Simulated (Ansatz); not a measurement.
# MoS2: the cost of one run

Program: Ansatz 0.2.0. Level of theory: DFT r2SCAN, scalar-relativistic, plane waves, PAW. These are calculated values, not measurements.

**1. Starting point**

It takes space group P-3m1 (No. 164, trigonal). Conventional cell: a = 3.184 Å, b = 3.184 Å, c = 34.479 Å, α = 90.00°, β = 90.00°, γ = 120.00°. Around Mo (site symmetry 3m) lie 6 S at 2.41 Å. S (site symmetry 3m) is surrounded by 3 Mo at 2.41 Å.

Coordinates:

```
Mo S
1.0
     3.18372    0.00000    0.00000
    -1.59186    2.75718    0.00000
     0.00000    0.00000   34.47924
Mo S
4 8
Cartesian
  1.5919 0.9191 31.2535
  1.5919 0.9191 9.6231
  0.0000 1.8381 24.8562
  0.0000 1.8381 3.2257
  0.0000 1.8381 32.8054
  0.0000 1.8381 11.1743
  1.5919 0.9191 26.4080
  1.5919 0.9191 4.7777
  0.0000 1.8381 29.7015
  0.0000 1.8381 8.0712
  1.5919 0.9191 23.3049
  1.5919 0.9191 1.6738
```

(A quick probe on a coarse mesh, which set the mesh and smearing, is not shown.)

**3. Full relaxation**

Contents of input.yaml:

```yaml
crystal:
  lattice:
    - [3.1837189491, 0.0, 0.0]
    - [-1.5918594745, 2.7571814884, 0.0]
    - [0.0, 0.0, 34.47923848]
  atoms:
    - { symbol: Mo, position: [0.66666667, 0.33333333, 0.90644437] }
    - { symbol: Mo, position: [0.66666667, 0.33333333, 0.27909697] }
    - { symbol: Mo, position: [0.33333333, 0.66666667, 0.72090303] }
    - { symbol: Mo, position: [0.33333333, 0.66666667, 0.09355563] }
    - { symbol: S, position: [0.33333333, 0.66666667, 0.9514537] }
    - { symbol: S, position: [0.33333333, 0.66666667, 0.32408825] }
    - { symbol: S, position: [0.66666667, 0.33333333, 0.76591034] }
    - { symbol: S, position: [0.66666667, 0.33333333, 0.13856869] }
    - { symbol: S, position: [0.33333333, 0.66666667, 0.86143131] }
    - { symbol: S, position: [0.33333333, 0.66666667, 0.23408966] }
    - { symbol: S, position: [0.66666667, 0.33333333, 0.67591175] }
    - { symbol: S, position: [0.66666667, 0.33333333, 0.0485463] }
basis:
  ecutwfc: 500
kpoints:
  mp_grid: { grid: [12, 12, 1] }
hamiltonian:
  xc: r2scan
scf:
  occupations: { method: gaussian, width: 0.02 }
output:
  forces: true
  stress: true
  eigenvalues: true
relax:
  adjacent_minimum: "off"
  f_tol: 0.01
  max_steps: 80
  cell: { stress_tol: 0.05 }
```

Command:

```bash
> ansatz run input.yaml --threads 1 --pin off --max-ram 3072MiB --backend cpu --events-out ev --progress --plain --runs-dir out
```

What time and memory should one allow on 1 thread of Arm Neoverse V2, shared host?

About 5 min, with a peak of 1.3 GiB.
